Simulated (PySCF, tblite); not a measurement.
# C₄H₅BFN: vibronic structure

Wanted: vibronic structure for C₄H₅BFN (`FC1=CNBC=C1`).

Computed with tblite 0.8.0 and PySCF 2.14.0 and routines of our own; the level stands in each step. Atoms count from 0.

## 1. The system as given

12 atoms, charge 0, multiplicity 1; geometry from: force field or distance geometry start.

## 2. Optimising the geometry with GFN2-xTB

Job settings and geometry (Å):

```
{"job": {"kind": "relax", "xc": "GFN2-xTB", "basis": "xTB"}, "charge": 0, "multiplicity": 1}
F     -2.719600    -0.159800    -0.001400
C     -1.381400    -0.044300    -0.010900
C     -0.804400     1.168600     0.001300
N      0.611700     1.349300    -0.011300
B      1.512100     0.113000     0.005000
C      0.777100    -1.263900    -0.004100
C     -0.555800    -1.285500    -0.004600
H     -1.441700     2.054300     0.002100
H      1.035000     2.295200    -0.002200
H      2.686500     0.206000     0.001400
H      1.348700    -2.185100    -0.002900
H     -1.067000    -2.248400     0.001500
```

Command:

```sh
> OMP_NUM_THREADS=1 python excited_run.py task.json out
```

One launch serves the whole session: the jobs run in the order shown.

What it wrote:

```text
step      E/eV     max force
  0    -544.08139    2.869
  1    -544.39123    1.612
  2    -544.50743    1.087
  3    -544.59204    0.687
  4    -544.61928    0.382
  5    -544.62847    0.318
  6    -544.63395    0.261
  7    -544.64117    0.243
  8    -544.64578    0.175
  9    -544.64770    0.075
 10    -544.64821    0.050
 11    -544.64852    0.043
 12    -544.64883    0.059
 13    -544.64903    0.050
 14    -544.64915    0.028
 15    -544.64924    0.025
 16    -544.64929    0.020
 17    -544.64931    0.009
```

Wall time 0.07 s (1 thread of Arm Neoverse V1, shared host).

Step by step:

```
step  energy from step 0 (eV)  largest force (eV/Å)
   0                   0.0000                2.8689
   1                  -0.3098                1.6117
   2                  -0.4260                1.0872
   3                  -0.5106                0.6867
   4                  -0.5379                0.3816
   5                  -0.5471                0.3181
   6                  -0.5526                0.2614
   7                  -0.5598                0.2428
   8                  -0.5644                0.1746
   9                  -0.5663                0.0746
  10                  -0.5668                0.0503
  11                  -0.5671                0.0434
  12                  -0.5674                0.0592
  13                  -0.5676                0.0501
  14                  -0.5678                0.0279
  15                  -0.5678                0.0246
  16                  -0.5679                0.0197
  17                  -0.5679                0.0085
```

Distances of close pairs at the start and the end, largest changes first:

```
 bond  before (Å)  after (Å)  change (Å)
N3–B4       1.530      1.415      -0.115
C1–C6       1.491      1.408      -0.082
C2–N3       1.428      1.354      -0.073
B4–C5       1.561      1.517      -0.043
C5–C6       1.333      1.363      +0.030
N3–H8       1.036      1.011      -0.026
C1–C2       1.343      1.360      +0.016
F0–C1       1.343      1.357      +0.014
```

The end geometry stands in the next job.

## 3. Harmonic vibrations with GFN2-xTB

Job settings and geometry (Å):

```
{"job": {"kind": "ir", "xc": "GFN2-xTB", "basis": "xTB"}, "charge": 0, "multiplicity": 1}
F     -2.679299    -0.159708    -0.002835
C     -1.324451    -0.082235    -0.002854
C     -0.742851     1.146723    -0.002425
N      0.607710     1.249501    -0.002134
B      1.478925     0.134887    -0.001448
C      0.784972    -1.214581    -0.002169
C     -0.576744    -1.275700    -0.002777
H     -1.341653     2.046418    -0.001856
H      0.963089     2.195651    -0.002167
H      2.633636     0.320320    -0.000213
H      1.322438    -2.153637    -0.002132
H     -1.124573    -2.208324    -0.003017
```

What it wrote:

```text
mode    cm-1     km/mol
  1     215.3      7.77
  2     336.3      0.15
  3     362.6      6.01
  4     414.1      0.01
  5     468.0      4.55
  6     549.6      1.31
  7     555.5     10.34
  8     682.4      9.13
  9     741.3     14.35
 10     783.5    108.90
 11     822.5     45.24
 12     859.4     10.77
 13     933.1     12.43
 14     952.1      0.79
 15     956.2     32.56
 16     977.2      0.20
 17    1139.6      8.89
 18    1171.7     53.49
 19    1223.3     82.06
 20    1260.1      1.10
 21    1307.8     16.19
 22    1375.5     75.81
 23    1425.1     79.49
 24    1517.7     40.44
 25    1625.1     23.12
 26    2649.3    180.35
 27    3059.9     30.30
 28    3073.5     52.77
 29    3078.4     14.26
 30    3423.8      2.13
```

It took 0.23 s on 1 thread of Arm Neoverse V1, shared host.

The strongest bands and the atoms that carry them (share of the mass-weighted mode):

```
cm⁻¹  km/mol                                 atoms
 784   108.9    H8 44 %, H9 26 %, B4 11 %, N3 10 %
 822    45.2  H7 28 %, H11 16 %, H10 11 %, H9 10 %
1172    53.5            H7 35 %, C1 23 %, H11 21 %
1223    82.1                     H10 36 %, C1 23 %
1376    75.8    N3 35 %, C2 19 %, H8 17 %, C6 13 %
1425    79.5   C5 28 %, C1 20 %, C6 14 %, H10 12 %
2649   180.3                               H9 92 %
3074    52.8                    H11 55 %, H10 36 %
```

## 4. Vibronic structure: TDDFT BHandHLYP/def2-SVP

The job, as its differences from that of step 3:

```diff
@@ -1,2 +1,2 @@
-{"job": {"kind": "ir", "xc": "GFN2-xTB", "basis": "xTB"}, "charge": 0, "multiplicity": 1}
+{"job": {"kind": "vib", "xc": "BHandHLYP", "basis": "def2-SVP", "tda": false}, "charge": 0, "multiplicity": 1}
 F     -2.679299    -0.159708    -0.002835
```

Method: TDDFT BHandHLYP/def2-SVP vertical-gradient vibronic structure (displaced harmonic oscillators, Condon), gas phase.

What it wrote:

```text
final grid: 48680 points
cycle   1  E = -334.4091904837  dE =  1.387e+00  |g| = 5.511e-01  |ddm| = 3.841e+00
cycle   2  E = -334.4111893947  dE = -1.999e-03  |g| = 5.810e-01  |ddm| = 1.083e+00
cycle   3  E = -334.4809633133  dE = -6.977e-02  |g| = 6.413e-02  |ddm| = 5.730e-01
cycle   4  E = -334.4819494526  dE = -9.861e-04  |g| = 2.884e-02  |ddm| = 9.281e-02
cycle   5  E = -334.4821538811  dE = -2.044e-04  |g| = 6.243e-03  |ddm| = 3.079e-02
cycle   6  E = -334.4821646503  dE = -1.077e-05  |g| = 2.471e-03  |ddm| = 8.567e-03
cycle   7  E = -334.4821666049  dE = -1.955e-06  |g| = 6.441e-04  |ddm| = 3.044e-03
cycle   8  E = -334.4821668800  dE = -2.751e-07  |g| = 4.155e-04  |ddm| = 1.695e-03
cycle   9  E = -334.4821669432  dE = -6.318e-08  |g| = 9.742e-05  |ddm| = 6.448e-04
cycle  10  E = -334.4821669475  dE = -4.313e-09  |g| = 4.949e-05  |ddm| = 1.944e-04
cycle  11  E = -334.4821669481  dE = -6.611e-10  |g| = 8.953e-06  |ddm| = 5.625e-05
converged SCF energy = -334.4821669481

Singlet excitations (eV, f): 5.215 (0.1842)  6.413 (0.0614)  6.785 (0.0011)  7.164 (0.0010)  7.569 (0.5044)  8.125 (0.0000)

State S1  5.2149 eV  f = 0.18421  H->L 0.95
  relaxed dipole 2.639 D, largest gradient of the excitation energy 0.0701 Eh/bohr
  mode    cm-1        S   lambda/meV  Raman
   24   1517.7    0.4518      85.0   1.000
   21   1307.8    0.4993      81.0   0.821
    5    468.0    0.7944      46.1   0.167
   22   1375.5    0.2178      37.1   0.396
    3    362.6    0.6052      27.2   0.076
   20   1260.1    0.1439      22.5   0.220
    6    549.6    0.2893      19.7   0.084
   23   1425.1    0.0977      17.3   0.191
   16    977.2    0.1336      16.2   0.123
   19   1223.3    0.0734      11.1   0.105
   15    956.2    0.0799       9.5   0.070
   13    933.1    0.0623       7.2   0.052
  reorganisation energy 0.3937 eV, total S 3.539, 0-0 4.8212 eV
  absorption maximum 5.165 eV, width 0.584 eV

State S2  6.4127 eV  f = 0.06137  H->L+1 0.75, H-1->L 0.23
  relaxed dipole 1.382 D, largest gradient of the excitation energy 0.0755 Eh/bohr
  mode    cm-1        S   lambda/meV  Raman
   25   1625.1    0.4608      92.8   1.000
   22   1375.5    0.2873      49.0   0.447
   13    933.1    0.3995      46.2   0.286
   24   1517.7    0.1432      26.9   0.271
   15    956.2    0.2085      24.7   0.157
   16    977.2    0.1608      19.5   0.126
   21   1307.8    0.0610       9.9   0.086
    9    741.3    0.0787       7.2   0.036
    3    362.6    0.1323       5.9   0.014
    5    468.0    0.0940       5.5   0.017
   18   1171.7    0.0336       4.9   0.038
   20   1260.1    0.0085       1.3   0.011
  reorganisation energy 0.2988 eV, total S 2.100, 0-0 6.1139 eV
  absorption maximum 6.114 eV, width 0.442 eV

State S5  7.5691 eV  f = 0.50438  H-1->L 0.74, H->L+1 0.23
  relaxed dipole 1.205 D, largest gradient of the excitation energy 0.0818 Eh/bohr
  mode    cm-1        S   lambda/meV  Raman
   24   1517.7    0.4207      79.2   1.000
   23   1425.1    0.1823      32.2   0.382
   15    956.2    0.2675      31.7   0.252
   16    977.2    0.2042      24.7   0.201
   25   1625.1    0.1162      23.4   0.317
   19   1223.3    0.1533      23.2   0.237
   13    933.1    0.1875      21.7   0.168
   21   1307.8    0.1074      17.4   0.190
   22   1375.5    0.0652      11.1   0.127
    6    549.6    0.0659       4.5   0.021
    9    741.3    0.0418       3.8   0.024
  reorganisation energy 0.2770 eV, total S 1.833, 0-0 7.2922 eV
  absorption maximum 7.292 eV, width 0.344 eV

State T1  3.2593 eV  f = 0.00000  H->L 0.89
  relaxed dipole 1.996 D, largest gradient of the excitation energy 0.1196 Eh/bohr
  mode    cm-1        S   lambda/meV  Raman
   24   1517.7    1.8897     355.6   1.000
   21   1307.8    0.4708      76.3   0.185
    5    468.0    0.4039      23.4   0.020
    3    362.6    0.3927      17.7   0.012
   22   1375.5    0.0932      15.9   0.040
    6    549.6    0.2183      14.9   0.015
   16    977.2    0.1091      13.2   0.024
   13    933.1    0.0804       9.3   0.016
   19   1223.3    0.0547       8.3   0.019
   15    956.2    0.0521       6.2   0.011
   25   1625.1    0.0283       5.7   0.017
   17   1139.6    0.0193       2.7   0.006
  reorganisation energy 0.5577 eV, total S 3.867, 0-0 2.7016 eV
  absorption maximum 3.076 eV, width 0.658 eV
```

It took 18 s on 1 thread of Arm Neoverse V1, shared host; peak memory 0.61 GiB.

## 5. What came out

| quantity | value |
| --- | --- |
| strongest single infrared mode (GFN2-xTB) | 2649 cm⁻¹, 180 km/mol |
| zero-point energy (GFN2-xTB) | 54.2 kcal/mol |
| S1: vertical, reorganisation, 0-0, total S (step 4, TDDFT BHandHLYP/def2-SVP, modes from GFN2-xTB) | 5.21, 0.39, 4.82 eV; 3.5 |
| S2: vertical, reorganisation, 0-0, total S (step 4, TDDFT BHandHLYP/def2-SVP, modes from GFN2-xTB) | 6.41, 0.30, 6.11 eV; 2.1 |
| S5: vertical, reorganisation, 0-0, total S (step 4, TDDFT BHandHLYP/def2-SVP, modes from GFN2-xTB) | 7.57, 0.28, 7.29 eV; 1.8 |

What this shows: No mode is imaginary among the 30: a minimum at this level. The strongest single mode, at 2649 cm⁻¹, moves mainly H9. Unscaled tight-binding wavenumbers are off by several per cent, some by more. Its intensities can rank the bands wrongly. The vibronic model keeps the ground-state modes (from xTB) and shifts them along the gradient alone, so it can miss much of the relaxation that a full optimisation finds.
